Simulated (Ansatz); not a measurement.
# SiC (Moissanite): properties at the relaxed cell

An exercise on one series of results from a longer session: the logs are not shown, and one member is left open.

Method: DFT r2SCAN, scalar-relativistic, plane waves, PAW, in Ansatz 0.2.0.

2 further runs of the same task are left out: 2 set aside as unsound or not needed.

### The starting structure

The structure is hexagonal, space group P6_3mc (No. 186). Conventional cell: a = 3.075 Å, b = 3.075 Å, c = 5.048 Å, α = 90.00°, β = 90.00°, γ = 120.00°. Around Si (site symmetry 3m) lie 4 C at 1.88 to 1.90 Å. C (site symmetry 3m) is surrounded by 4 Si at 1.88 to 1.90 Å.

Coordinates:

```cif
data_structure
_symmetry_space_group_name_H-M 'P6_3mc'
_symmetry_Int_Tables_number 186
_cell_length_a 3.0754
_cell_length_b 3.0754
_cell_length_c 5.0480
_cell_angle_alpha 90.000
_cell_angle_beta 90.000
_cell_angle_gamma 120.000
_cell_volume 41.35
loop_
_atom_site_label
_atom_site_type_symbol
_atom_site_symmetry_multiplicity
_atom_site_Wyckoff_symbol
_atom_site_fract_x
_atom_site_fract_y
_atom_site_fract_z
_atom_site_occupancy
Si1 Si 2 b 0.33333 0.66667 0.00460 1
C1 C 2 b 0.33333 0.66667 0.38040 1
```

It is the result of an earlier relaxation at this level (volume 10.34 Å³/atom; gap on the mesh: 2.65 eV).

Set-up of the first run:

Input file input.yaml:

```yaml
crystal:
  lattice:
    - [3.0754286136, 0.0, 0.0]
    - [-1.5377143068, 2.6633993069, 0.0]
    - [0.0, 0.0, 5.0480404428]
  atoms:
    - { symbol: Si, position: [0.3333333333, 0.6666666667, 0.0045956716] }
    - { symbol: Si, position: [0.6666666667, 0.3333333333, 0.5045956716] }
    - { symbol: C, position: [0.3333333333, 0.6666666667, 0.3804043284] }
    - { symbol: C, position: [0.6666666667, 0.3333333333, 0.8804043284] }
basis:
  ecutwfc: 500
kpoints:
  mp_grid: { grid: [9, 9, 6] }
  band_path:
    path:
      - [[0.0, 0.0, 0.0], [0.5, 0.0, 0.0], [0.33333333, 0.33333333, 0.0], [0.0, 0.0, 0.0], [0.0, 0.0, 0.5], [0.5, 0.0, 0.5], [0.33333333, 0.33333333, 0.5], [0.0, 0.0, 0.5]]
      - [[0.5, 0.0, 0.5], [0.5, 0.0, 0.0]]
      - [[0.33333333, 0.33333333, 0.5], [0.33333333, 0.33333333, 0.0]]
    npoints: 14
hamiltonian:
  xc: r2scan
scf:
  occupations: { method: gaussian, width: 0.02 }
  n_extra_bands: 10
output:
  forces: true
  stress: true
  eigenvalues: true
  populations: true
  dos: { projected: true, de: 0.02, nscf_kmesh: { grid: [14, 14, 9] } }
  bader: true
  write_density: true
  write_potential: true
  elf: true
  volumetric_format: npy
```

Run with:

```console
ansatz run input.yaml --threads 2 --pin off --max-ram 5120MiB --backend cpu --events-out ev --progress --plain --runs-dir out
```

Among the steps run: Static run: bands, density of states and charges; Seeking the band edges over the whole zone; Levels beside the edges; Point at V/V0 = 0.97; Point at V/V0 = 1.03; The cell scaled to 0.94 of its volume; Point at V/V0 = 1.06.

One of the session's tables, all rows but one given; the rest of the session is left out.

It belongs to the step «Equation of state». 

```
volume (Å³/atom)  energy above the lowest point (meV/atom)  pressure (GPa)  gap on the mesh (eV)
           9.717                                      29.2           15.88                  2.56
          10.027                                         ?               ?                     ?
          10.337                                       0.0           -0.01                  2.65
          10.647                                       6.3           -6.36                  2.69
          10.957                                      24.1          -11.85                  2.73
```

Estimate the missing values for volume (Å³/atom) = 10.027.

Worked estimate for «energy above the lowest point (meV/atom)». A straight line through the neighbours (9.717, 29.2) and (10.337, 0.0) gives 29.2 + (0.0 − 29.2) × (10.027 − 9.717) / (10.337 − 9.717) = 14.6; a parabola fitted to 3 rows on both sides gives 7.6.

**Answer.** energy above the lowest point (meV/atom): 6.9; pressure (GPa): 7.36; gap on the mesh (eV): 2.61. In «energy above the lowest point (meV/atom)» the line misses by +7.7 and the parabola by +0.7.
